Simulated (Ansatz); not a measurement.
# Sm2B2Rh: the cost of one run

Computed with Ansatz 0.2.0 (DFT PBE, scalar-relativistic, plane waves, PAW; 4f electrons in the core of a trivalent norm-conserving potential, unless a step's input says otherwise).

### 1 The structure to begin with

It takes space group P4/mmm (No. 123, tetragonal). Conventional cell: a = 4.140 Å, b = 4.140 Å, c = 5.577 Å, α = 90.00°, β = 90.00°, γ = 90.00°. Sm (site symmetry mmm) has 4 B at 2.67 Å and 4 Sm at 2.93 Å in its first shell of neighbours. B (site symmetry 4mm) has 1 B at 2.22 Å and 4 Sm at 2.67 Å and 4 Rh at 3.13 Å in its first shell of neighbours. Rh (site symmetry 4/mmm) has 8 B at 3.13 Å and 8 Sm at 3.47 Å in its first shell of neighbours.

Structure file:

```cif
data_structure
_symmetry_space_group_name_H-M 'P 1'
_symmetry_Int_Tables_number 1
_cell_length_a 4.1404
_cell_length_b 4.1404
_cell_length_c 5.5773
_cell_angle_alpha 90.000
_cell_angle_beta 90.000
_cell_angle_gamma 90.000
_cell_volume 95.61
loop_
_atom_site_label
_atom_site_type_symbol
_atom_site_fract_x
_atom_site_fract_y
_atom_site_fract_z
_atom_site_occupancy
Sm1 Sm 0.00000 0.50000 0.50000 1
Sm2 Sm 0.50000 0.00000 0.50000 1
B1 B 0.50000 0.50000 0.19907 1
B2 B 0.50000 0.50000 0.80093 1
Rh1 Rh 0.00000 0.00000 0.00000 1
```

The cell is invented: species swapped into a database cell of LaMg2Si2 (P4/mmm, No. 123), with Rh on the La sites, Sm on the Mg sites and B on the Si sites. Lengths come from tabulated atomic sizes and are only a guess.

### 2 The guess as it stands, on a coarse mesh

The input, input.yaml:

```yaml
crystal:
  lattice:
    - [4.14044723, 0.0, 0.0]
    - [0.0, 4.14044723, 0.0]
    - [0.0, 0.0, 5.57725144]
  atoms:
    - { symbol: Sm, position: [0.0, 0.5, 0.5] }
    - { symbol: Sm, position: [0.5, 0.0, 0.5] }
    - { symbol: B, position: [0.5, 0.5, 0.19906604] }
    - { symbol: B, position: [0.5, 0.5, 0.80093396] }
    - { symbol: Rh, position: [0.0, 0.0, 0.0] }
basis:
  ecutwfc: 690
kpoints:
  mp_grid: { grid: [4, 4, 4] }
hamiltonian:
  xc: pbe
  pseudopotentials:
    kind: paw
    azcp: { Sm: "pseudopotentials/pbe/nc/lanthanide_3plus/Sm.nc.azcp" }
scf:
  occupations: { method: gaussian, width: 0.1 }
  lower_state_search: "off"
output:
  forces: true
  stress: true
  eigenvalues: true
```

Launch:

```
> ansatz run input.yaml --threads 1 --pin off --max-ram 2560MiB --backend cpu --events-out ev --progress --plain --runs-dir out
```

**Question.** How long does this run take on 1 thread of Intel Xeon at 2.50GHz (Skylake/Cascade Lake), shared host, and how much memory does it need?

About 17 s, with a peak of 0.43 GiB.
